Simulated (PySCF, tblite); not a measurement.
# SiBr₄: bond homolysis

Wanted: bond homolysis for SiBr₄ (`Br[Si](Br)(Br)Br`).

Computed with tblite 0.8.0 and PySCF 2.14.0 and routines of our own; the level stands in each step. Atoms count from 0.

### 1 The starting structure

5 atoms, charge 0, multiplicity 1; geometry from: start built from the parent or by distance geometry.

### 2 Relaxing the molecule with GFN2-xTB

What the job is given:

```
{"job": {"kind": "relax", "xc": "GFN2-xTB", "basis": "xTB"}, "charge": 0, "multiplicity": 1}
Br    -1.164500    -1.511600    -1.187000
Si    -0.041000     0.011500    -0.011900
Br    -1.097500     1.960400     0.078800
Br     1.952900     0.335100    -1.016400
Br     0.367300    -0.789700     2.102100
```

Started as:

```sh
OMP_NUM_THREADS=1 python redox_run.py task.json out
```

The driver reads the jobs from task.json and runs them one after another.

The program printed:

```text
step      E/eV     max force
  0    -495.55436    0.918
  1    -495.57822    0.758
  2    -495.61334    0.482
  3    -495.61822    0.200
  4    -495.61969    0.141
  5    -495.62136    0.079
  6    -495.62163    0.074
  7    -495.62378    0.036
  8    -495.62384    0.019
  9    -495.62385    0.009
```

Wall time 0.13 s (1 thread of Intel Xeon Platinum 8259CL at 2.50GHz, shared host).

Relaxation path:

| step | energy from step 0 (eV) | largest force (eV/Å) |
| --- | --- | --- |
| 0 | 0.0000 | 0.9180 |
| 1 | -0.0239 | 0.7583 |
| 2 | -0.0590 | 0.4825 |
| 3 | -0.0639 | 0.1995 |
| 4 | -0.0653 | 0.1410 |
| 5 | -0.0670 | 0.0787 |
| 6 | -0.0673 | 0.0744 |
| 7 | -0.0694 | 0.0361 |
| 8 | -0.0695 | 0.0187 |
| 9 | -0.0695 | 0.0087 |

Close pairs (by a distance rule), those that changed most:

```
   bond  before (Å)  after (Å)  change (Å)
Si1–Br4       2.297      2.210      -0.088
Si1–Br3       2.256      2.209      -0.047
Br0–Si1       2.228      2.209      -0.018
Si1–Br2       2.219      2.210      -0.009
```

The final coordinates are the input of the step that follows.

### 3 Vibrational analysis with GFN2-xTB

What the job is given:

```
{"job": {"kind": "ir", "xc": "GFN2-xTB", "basis": "xTB"}, "charge": 0, "multiplicity": 1}
Br    -1.169479    -1.479266    -1.153206
Si     0.003944     0.001300    -0.007417
Br    -1.102089     1.911624     0.090307
Br     1.947550     0.331652    -1.004285
Br     0.337318    -0.759606     2.040231
```

The program printed:

```text
mode    cm-1     km/mol
  1      70.3      0.00
  2      71.0      0.00
  3     106.6     34.62
  4     107.0     34.68
  5     107.2     34.77
  6     230.6      0.00
  7     468.2     43.32
  8     469.2     42.71
  9     469.8     42.30
ZPE 12.560  H(298)-E 35.623  G(298)-E -77.778 kJ/mol  S 380.35 J/(mol K)
```

Run time: 0.34 s. Hardware: 1 thread of Intel Xeon Platinum 8259CL at 2.50GHz, shared host.

The strongest bands and the atoms that carry them (share of the mass-weighted mode):

```csv
cm⁻¹,km/mol,atoms
107,34.6,"Br2 23 %, Br4 23 %, Br3 22 %, Br0 22 %"
107,34.7,"Br4 23 %, Br3 23 %, Br2 22 %, Br0 22 %"
107,34.8,"Br0 24 %, Br2 23 %, Br3 22 %, Br4 22 %"
468,43.3,Si1 82 %
469,42.7,Si1 82 %
470,42.3,Si1 82 %
```

### 4 Geometry optimisation at PBE0-D3(BJ)/def2-SVP

What the job is given:

```
{"job": {"xc": "PBE0", "basis": "def2-SVP", "d3": "d3bj", "grid": 1, "kind": "geom"}, "charge": 0, "multiplicity": 1}
Br    -1.169479    -1.479266    -1.153206
Si     0.003944     0.001300    -0.007417
Br    -1.102089     1.911624     0.090307
Br     1.947550     0.331652    -1.004285
Br     0.337318    -0.759606     2.040231
```

The program printed:

```text
step   0  E = -10583.66930239  max force = 0.002626
step   1  E = -10583.66922228  max force = 0.002385
step   2  E = -10583.66934947  max force = 0.001009
step   3  E = -10583.66937969  max force = 0.000344
step   4  E = -10583.66938453  max force = 0.000324
optimisation converged
```

Run time: 89 s. Hardware: 1 thread of Intel Xeon Platinum 8259CL at 2.50GHz, shared host; peak memory 0.82 GiB.

The steps of the relaxation: (the energy doesn't fall at every step)

```csv
step,energy from step 0 (eV),largest force component (eV/Å)
0,0.0000,0.1350
1,0.0022,0.1226
2,-0.0013,0.0519
3,-0.0021,0.0177
4,-0.0022,0.0167
```

Distances of close pairs at the start and the end, largest changes first:

| bond | before (Å) | after (Å) | change (Å) |
| --- | --- | --- | --- |
| Si1–Br3 | 2.209 | 2.201 | -0.008 |
| Si1–Br2 | 2.210 | 2.202 | -0.008 |
| Br0–Si1 | 2.209 | 2.202 | -0.007 |
| Si1–Br4 | 2.210 | 2.203 | -0.007 |

The final coordinates are the input of the step that follows.

```csv
at the end point,value
point group (found at 0.08 Å tolerance),Td
"rotational constants (GHz, main isotopes)","0.498, 0.494, 0.494"
dipole moment (D),0.02
```

### 5 Harmonic vibrations (SiBr₄): PBE0-D3(BJ)/def2-SVP

What the job is given:

```
{"job": {"xc": "PBE0", "basis": "def2-SVP", "d3": "d3bj", "grid": 2, "kind": "hessian"}, "charge": 0, "multiplicity": 1}
Br     1.755310     1.072972    -0.806112
Si     0.004181     0.005014    -0.004522
Br     0.534643    -2.097737     0.377514
Br    -1.624893     0.089181    -1.482333
Br    -0.651996     0.936145     1.880967
```

The program printed:

```text
coarse grid: 35744 points
cycle   1  E = -10583.6203107283  dE = -3.624e+00  |g| = 4.011e-01  |ddm| = 2.784e+00
cycle   2  E = -10583.5512291464  dE =  6.908e-02  |g| = 6.235e-01  |ddm| = 1.291e+00
cycle   3  E = -10583.6688533743  dE = -1.176e-01  |g| = 5.826e-02  |ddm| = 8.036e-01
cycle   4  E = -10583.6693825523  dE = -5.292e-04  |g| = 3.823e-03  |ddm| = 3.993e-02
cycle   5  E = -10583.6693842786  dE = -1.726e-06  |g| = 1.301e-03  |ddm| = 5.168e-03
final grid: 64224 points
cycle   6  E = -10583.6693271073  dE = -1.425e-07  |g| = 1.114e-03  |ddm| = 2.481e-03
cycle   7  E = -10583.6693271476  dE = -4.034e-08  |g| = 9.439e-04  |ddm| = 1.723e-03
cycle   8  E = -10583.6693272478  dE = -1.002e-07  |g| = 1.039e-04  |ddm| = 8.055e-04
cycle   9  E = -10583.6693272508  dE = -3.038e-09  |g| = 1.337e-05  |ddm| = 1.376e-04
cycle  10  E = -10583.6693272508  dE = -4.911e-11  |g| = 3.333e-06  |ddm| = 1.796e-05
converged SCF energy = -10583.6693272508

mode    cm-1
  1      85.4
  2      86.7
  3     134.8
  4     134.8
  5     135.5
  6     252.2
  7     506.3
  8     507.1
  9     509.0
ZPE 14.067  H(298)-E 36.249  G(298)-E -75.162 kJ/mol  S 373.67 J/(mol K)
```

Run time: 5.5 min. Hardware: 1 thread of Intel Xeon Platinum 8259CL at 2.50GHz, shared host; peak memory 2.6 GiB.

Zero-point energy 14.07 kJ/mol (xTB gave 12.56).

### 6 Single point (SiBr₄): M06-2X/def2-TZVP

Geometry: PBE0-D3(BJ)/def2-SVP.

What the job is given:

```
{"job": {"kind": "sp", "xc": "M06-2X", "basis": "def2-TZVP", "grid": 3}, "charge": 0, "multiplicity": 1}
Br     1.755310     1.072972    -0.806112
Si     0.004181     0.005014    -0.004522
Br     0.534643    -2.097737     0.377514
Br    -1.624893     0.089181    -1.482333
Br    -0.651996     0.936145     1.880967
```

The program printed:

```text
coarse grid: 35744 points
cycle   1  E = -10586.3915398998  dE = -3.567e+00  |g| = 5.316e-01  |ddm| = 2.555e+00
cycle   2  E = -10586.3517854879  dE =  3.975e-02  |g| = 6.306e-01  |ddm| = 9.626e-01
cycle   3  E = -10586.4557076266  dE = -1.039e-01  |g| = 1.068e-01  |ddm| = 5.756e-01
cycle   4  E = -10586.4574628692  dE = -1.755e-03  |g| = 1.316e-02  |ddm| = 6.804e-02
cycle   5  E = -10586.4575050731  dE = -4.220e-05  |g| = 3.068e-03  |ddm| = 1.713e-02
cycle   6  E = -10586.4575069961  dE = -1.923e-06  |g| = 7.216e-04  |ddm| = 3.153e-03
final grid: 100880 points
cycle   7  E = -10586.4581239253  dE = -4.059e-06  |g| = 8.446e-04  |ddm| = 1.039e-02
cycle   8  E = -10586.4581239681  dE = -4.280e-08  |g| = 7.019e-04  |ddm| = 1.515e-03
cycle   9  E = -10586.4581240810  dE = -1.129e-07  |g| = 2.037e-04  |ddm| = 6.758e-04
cycle  10  E = -10586.4581240926  dE = -1.167e-08  |g| = 5.861e-05  |ddm| = 2.276e-04
cycle  11  E = -10586.4581240933  dE = -6.330e-10  |g| = 1.093e-05  |ddm| = 5.870e-05
converged SCF energy = -10586.4581240933
```

It took 40 s on 1 thread of Intel Xeon Platinum 8259CL at 2.50GHz, shared host; peak memory 1.1 GiB.

### 7 Bond homolysis: M06-2X/def2-TZVP

This step combines the energies above: geometries from PBE0-D3(BJ)/def2-SVP, zero-point and thermal terms from PBE0-D3(BJ)/def2-SVP.

What the job is given:

```
{"job": {"kind": "bd", "cap": 8, "geom": {"xc": "PBE0", "basis": "def2-SVP", "d3": "d3bj", "grid": 1}, "hess": 1, "level": {"xc": "M06-2X", "basis": "def2-TZVP", "grid": 3}}, "charge": 0, "multiplicity": 1}
Br     1.755310     1.072972    -0.806112
Si     0.004181     0.005014    -0.004522
Br     0.534643    -2.097737     0.377514
Br    -1.624893     0.089181    -1.482333
Br    -0.651996     0.936145     1.880967
```

Output (the driver's rows laid out field by field):

```text
homolysis bond by bond, M06-2X/def2-TZVP // PBE0-D3(BJ)/def2-SVP

row 1
  atoms                   0 1
  elements                Br Si
  length                  2.2022
  fragments               formula Br, charge 0, multiplicity 2, smiles [Br], kept yes, pieces 1; formula Br3Si, charge 0, multiplicity 2, smiles Br[Si](Br)Br, kept yes, pieces 1, point_group C3v, largest_spin Si 0.712
  electronic              363.88
  zero_kelvin             359.74
  enthalpy                361.41
  free_energy             314.5
```

Run time: 13 min. Hardware: 1 thread of Intel Xeon Platinum 8259CL at 2.50GHz, shared host; peak memory 0.81 GiB.

Some single points behind these values are not shown above.

Dissociation energies (kJ/mol, gas phase, 298 K for the thermal columns):

| bond | fragments | electronic | enthalpy | free energy |
| --- | --- | --- | --- | --- |
| Br0–Si1 | [Br] + Br[Si](Br)Br | 363.9 | 361.4 | 314.5 |

### 8 Single point (SiBr₄): HSE06/aug-cc-pVDZ

Geometry: PBE0-D3(BJ)/def2-SVP.

What the job is given:

```
{"job": {"kind": "sp", "xc": "HSE06", "basis": "aug-cc-pVDZ", "grid": 2}, "charge": 0, "multiplicity": 1}
Br     1.755310     1.072972    -0.806112
Si     0.004181     0.005014    -0.004522
Br     0.534643    -2.097737     0.377514
Br    -1.624893     0.089181    -1.482333
Br    -0.651996     0.936145     1.880967
```

The program printed:

```text
coarse grid: 35744 points
cycle   1  E = -10584.8011030540  dE = -3.452e+00  |g| = 3.257e-01  |ddm| = 3.950e+00
cycle   2  E = -10584.7382303079  dE =  6.287e-02  |g| = 5.603e-01  |ddm| = 2.194e+00
cycle   3  E = -10584.8348104633  dE = -9.658e-02  |g| = 4.204e-02  |ddm| = 1.248e+00
cycle   4  E = -10584.8353311999  dE = -5.207e-04  |g| = 8.779e-03  |ddm| = 6.992e-02
cycle   5  E = -10584.8353510632  dE = -1.986e-05  |g| = 1.336e-03  |ddm| = 2.338e-02
cycle   6  E = -10584.8353514368  dE = -3.735e-07  |g| = 1.479e-04  |ddm| = 4.470e-03
final grid: 64224 points
cycle   7  E = -10584.8352208895  dE = -2.715e-08  |g| = 1.549e-04  |ddm| = 1.853e-03
cycle   8  E = -10584.8352208851  dE =  4.418e-09  |g| = 1.919e-04  |ddm| = 8.258e-04
cycle   9  E = -10584.8352208961  dE = -1.099e-08  |g| = 3.302e-05  |ddm| = 4.642e-04
cycle  10  E = -10584.8352208965  dE = -3.765e-10  |g| = 5.795e-06  |ddm| = 7.251e-05
converged SCF energy = -10584.8352208965
```

Wall time 44 s (1 thread of Intel Xeon Platinum 8259CL at 2.50GHz, shared host); peak memory 0.84 GiB.

### 9 Bond homolysis: HSE06/aug-cc-pVDZ

This step combines the energies above: geometries from PBE0-D3(BJ)/def2-SVP, zero-point and thermal terms from PBE0-D3(BJ)/def2-SVP.

What the job is given:

```
{"job": {"kind": "bd", "cap": 8, "geom": {"xc": "PBE0", "basis": "def2-SVP", "d3": "d3bj", "grid": 1}, "hess": 1, "level": {"xc": "HSE06", "basis": "aug-cc-pVDZ", "grid": 2}}, "charge": 0, "multiplicity": 1}
Br     1.755310     1.072972    -0.806112
Si     0.004181     0.005014    -0.004522
Br     0.534643    -2.097737     0.377514
Br    -1.624893     0.089181    -1.482333
Br    -0.651996     0.936145     1.880967
```

Output (the driver's rows laid out field by field):

```text
homolysis bond by bond, HSE06/aug-cc-pVDZ // PBE0-D3(BJ)/def2-SVP

row 1
  atoms                   0 1
  elements                Br Si
  length                  2.2022
  fragments               formula Br, charge 0, multiplicity 2, smiles [Br], kept yes, pieces 1; formula Br3Si, charge 0, multiplicity 2, smiles Br[Si](Br)Br, kept yes, pieces 1, point_group C3v, largest_spin Si 0.667
  electronic              349.09
  zero_kelvin             344.95
  enthalpy                346.61
  free_energy             299.71
```

Wall time 73 s (1 thread of Intel Xeon Platinum 8259CL at 2.50GHz, shared host); peak memory 0.64 GiB.

Some single points behind these values are not shown above.

Dissociation energies (kJ/mol, gas phase, 298 K for the thermal columns):

```
   bond            fragments  electronic  enthalpy  free energy
Br0–Si1  [Br] + Br[Si](Br)Br       349.1     346.6        299.7
```

### 10 Single point (SiBr4): TPSSh-D3(BJ)/def2-TZVP

Geometry: PBE0-D3(BJ)/def2-SVP.

What the job is given:

```
{"job": {"kind": "sp", "xc": "TPSSh", "basis": "def2-TZVP", "d3": "d3bj", "grid": 3}, "charge": 0, "multiplicity": 1}
Br     1.755310     1.072972    -0.806112
Si     0.004181     0.005014    -0.004522
Br     0.534643    -2.097737     0.377514
Br    -1.624893     0.089181    -1.482333
Br    -0.651996     0.936145     1.880967
```

The program printed:

```text
coarse grid: 35744 points
cycle   1  E = -10585.9573973078  dE = -3.584e+00  |g| = 6.982e-01  |ddm| = 2.583e+00
cycle   2  E = -10585.9144011756  dE =  4.300e-02  |g| = 6.640e-01  |ddm| = 8.496e-01
cycle   3  E = -10585.9788629133  dE = -6.446e-02  |g| = 3.042e-01  |ddm| = 6.956e-01
cycle   4  E = -10586.0036314144  dE = -2.477e-02  |g| = 1.274e-02  |ddm| = 2.313e-01
cycle   5  E = -10586.0036564779  dE = -2.506e-05  |g| = 5.533e-03  |ddm| = 1.662e-02
cycle   6  E = -10586.0036618123  dE = -5.334e-06  |g| = 5.131e-04  |ddm| = 5.090e-03
final grid: 100880 points
cycle   7  E = -10586.0033961121  dE = -1.415e-07  |g| = 4.658e-04  |ddm| = 1.810e-03
cycle   8  E = -10586.0033959986  dE =  1.135e-07  |g| = 7.780e-04  |ddm| = 8.621e-04
cycle   9  E = -10586.0033961570  dE = -1.584e-07  |g| = 1.059e-04  |ddm| = 6.455e-04
cycle  10  E = -10586.0033961593  dE = -2.274e-09  |g| = 1.313e-05  |ddm| = 8.991e-05
converged SCF energy = -10586.0033961593
```

Wall time 25 s (1 thread of Intel Xeon Platinum 8259CL at 2.50GHz, shared host); peak memory 1.1 GiB.

### 11 Bond homolysis: TPSSh-D3(BJ)/def2-TZVP

This step combines the energies above: geometries from PBE0-D3(BJ)/def2-SVP, zero-point and thermal terms from PBE0-D3(BJ)/def2-SVP.

What the job is given:

```
{"job": {"kind": "bd", "cap": 8, "geom": {"xc": "PBE0", "basis": "def2-SVP", "d3": "d3bj", "grid": 1}, "hess": 1, "level": {"xc": "TPSSh", "basis": "def2-TZVP", "d3": "d3bj", "grid": 3}}, "charge": 0, "multiplicity": 1}
Br     1.755310     1.072972    -0.806112
Si     0.004181     0.005014    -0.004522
Br     0.534643    -2.097737     0.377514
Br    -1.624893     0.089181    -1.482333
Br    -0.651996     0.936145     1.880967
```

Output (the driver's rows laid out field by field):

```text
homolysis bond by bond, TPSSh-D3(BJ)/def2-TZVP // PBE0-D3(BJ)/def2-SVP

row 1
  atoms                   0 1
  elements                Br Si
  length                  2.2022
  fragments               formula Br, charge 0, multiplicity 2, smiles [Br], kept yes, pieces 1; formula Br3Si, charge 0, multiplicity 2, smiles Br[Si](Br)Br, kept yes, pieces 1, point_group C3v, largest_spin Si 0.675
  electronic              370.52
  zero_kelvin             366.38
  enthalpy                368.04
  free_energy             321.14
```

It took 53 s on 1 thread of Intel Xeon Platinum 8259CL at 2.50GHz, shared host; peak memory 0.81 GiB.

Some single points behind these values are not shown above.

Dissociation energies (kJ/mol, gas phase, 298 K for the thermal columns):

```
   bond            fragments  electronic  enthalpy  free energy
Br0–Si1  [Br] + Br[Si](Br)Br       370.5     368.0        321.1
```

### 12 What came out

```
                                            quantity                 value
           strongest single infrared mode (GFN2-xTB)   468 cm⁻¹, 43 km/mol
                        zero-point energy (GFN2-xTB)          3.0 kcal/mol
                rotational constants (main isotopes)  0.50, 0.49, 0.49 GHz
      bond enthalpy (ΔH), Br0–Si1 (M06-2X/def2-TZVP)          361.4 kJ/mol
     bond enthalpy (ΔH), Br0–Si1 (HSE06/aug-cc-pVDZ)          346.6 kJ/mol
bond enthalpy (ΔH), Br0–Si1 (TPSSh-D3(BJ)/def2-TZVP)          368.0 kJ/mol
```

No mode is imaginary among the 9: a minimum at this level. Unscaled tight-binding wavenumbers are off by several per cent, some by more. Its intensities can rank the bands wrongly. Relaxing lowered the energy by 0.002 eV in 4 steps; the close pair that moved most is Si1–Br3, from 2.209 to 2.201 Å (PBE0/def2-SVP). Steps that list no spin-orbit terms leave them out, which matters at and beside the heavy atoms. The bond enthalpy (ΔH) at Br0–Si1 is 361.4 kJ/mol at M06-2X/def2-TZVP; zero-point and thermal terms move it by -2.5 kJ/mol from the electronic value.
